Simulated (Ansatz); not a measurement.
**As₂ (quintet): wave-function methods side by side, cc-pVTZ**

An exercise on one series of results from a longer session: the logs are not shown, and one member is left open.

Program: Ansatz 0.2.0, Gaussian basis. Level of theory: cc-pVTZ, core rule «outside noble gas», up to 28 orbitals frozen. These are calculated values, not measurements.

To be run: UHF; CCSD(T) on ROHF; CCSD(T) on UHF; BCCD(T) on ROHF; CISD as a restricted active space (open shells left free, so some higher excitations enter); CCSDT(Q) on ROHF; CCSDT(Q) on UHF; CASSCF and MRCISD+Q, 10 electrons in 8 orbitals; CASSCF and NEVPT2, 10 electrons in 8 orbitals.

16 further runs of the same task are left out: 4 that didn't finish, 12 set aside as unsound or not needed. Runs told in other sessions of the task aren't counted.

### The system

The geometry is a PBE0/def2-TZVP stationary point (not a proven minimum) of the parent state, kept for this charge and spin. No spin-orbit coupling is included. The filled d shell of As may be among the frozen orbitals whatever the setting's name suggests.

2 atoms, charge 0, spin multiplicity 5.

Atoms are counted from 1 here; the program's logs count them from 0.

Bond lengths: As1–As2 2.276 Å.

Set-up of the first run:

The input, in.yaml:

```yaml
crystal:
  periodic: [false, false, false]
  atoms:
    - {symbol: As, position_ang: [0.000000, 0.000000, 0.000000]}
    - {symbol: As, position_ang: [0.000000, 0.000000, 2.275600]}
basis:
  gaussian: {orbitals: cc-pVTZ}
magnetization: {spin_polarized: true, initial_magnetization: 4}
hamiltonian: {xc: hf}
output: {orbitals: {seedname: orbitals}}
```

The run is started by

```console
$ ansatz run in.yaml --threads 1 --pin off --events-out ev --progress --plain --max-ram 2393MiB
```

Steps of the session up to this table: UHF; CCSD(T) on ROHF; CCSD(T) on UHF; BCCD(T) on ROHF; CISD as a restricted active space (open shells left free, so some higher excitations enter); CCSDT(Q) on ROHF; CCSDT(Q) on UHF; CASSCF and MRCISD+Q, 10 electrons in 8 orbitals; CASSCF and NEVPT2, 10 electrons in 8 orbitals.

One table of the session follows, with a row left open; its other results are not shown here.

It belongs to the step «Misses and costs». 

| method | from UCCSDT(Q) (kcal/mol) |
| --- | --- |
| ROHF | +136.48 |
| UHF | +129.28 |
| RMP2 | ? |
| UMP2 | +25.74 |
| CISD | +14.16 |
| RCCSD | +6.85 |
| UCCSD | +6.22 |
| RCCSD(T) | +1.52 |
| UCCSD(T) | +1.11 |
| BCCD(T) | +1.53 |
| RCCSDT | +0.68 |
| UCCSDT | +0.22 |
| RCCSDT(Q) | +0.44 |
| UCCSDT(Q) | 0 |
| CASSCF valence | +125.19 |
| NEVPT2 valence | +26.51 |
| MRCISD valence | +13.37 |
| MRCISD+Q valence | +2.25 |

Estimate the missing values for RMP2.

The run gave: from UCCSDT(Q) (kcal/mol): +24.38. In the column «from UCCSDT(Q) (kcal/mol)» it lies between CISD (+14.16) and UMP2 (+25.74).

Caveats from the session: Restricted and unrestricted rows rest on different reference determinants; a gap between their highest levels can come from leftover correlation error, from unlike frozen cores or from another state.
